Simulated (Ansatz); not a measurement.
# O2Sc: the cost of one run

Program: Ansatz 0.2.0. Level of theory: DFT PBE0, Gaussian basis def2-TZVPP, and further levels as typed in the inputs. These are calculated values, not measurements.

### 1 The system as given

Bond lengths: Sc1–O2 1.820 Å, Sc1–O3 1.820 Å, O2–O3 1.500 Å. Angles: Sc1–O2–O3 65.7°, O2–Sc1–O3 48.7°, Sc1–O3–O2 65.7°.

Structure file:

```xyz
3

Sc    0.0000    0.0000    0.0000
O     0.7500    0.0000    1.6583
O    -0.7500    0.0100    1.6583
```

### 2 Relaxing the atoms: O2Sc, charge +1

Contents of input.yaml:

```yaml
relax:
  f_tol: 0.001
  max_steps: 200
crystal:
  periodic: [false, false, false]
  atoms:
    - { symbol: Sc, position_ang: [0.0, 0.0, 0.0] }
    - { symbol: O, position_ang: [0.75, 0.0, 1.658282] }
    - { symbol: O, position_ang: [-0.75, 0.01, 1.658282] }
total_charge: 1
basis:
  gaussian: { orbitals: def2-TZVPP }
hamiltonian:
  xc: pbe0
```

Launch:

```bash
$ ansatz run input.yaml --threads 8 --pin off --max-ram 12288MiB --backend cpu --events-out ev --progress --plain --runs-dir out
```

What time and memory should one allow on 8 threads of Arm Neoverse N1, shared host?

About 7.8 s, with a peak of 0.24 GiB.
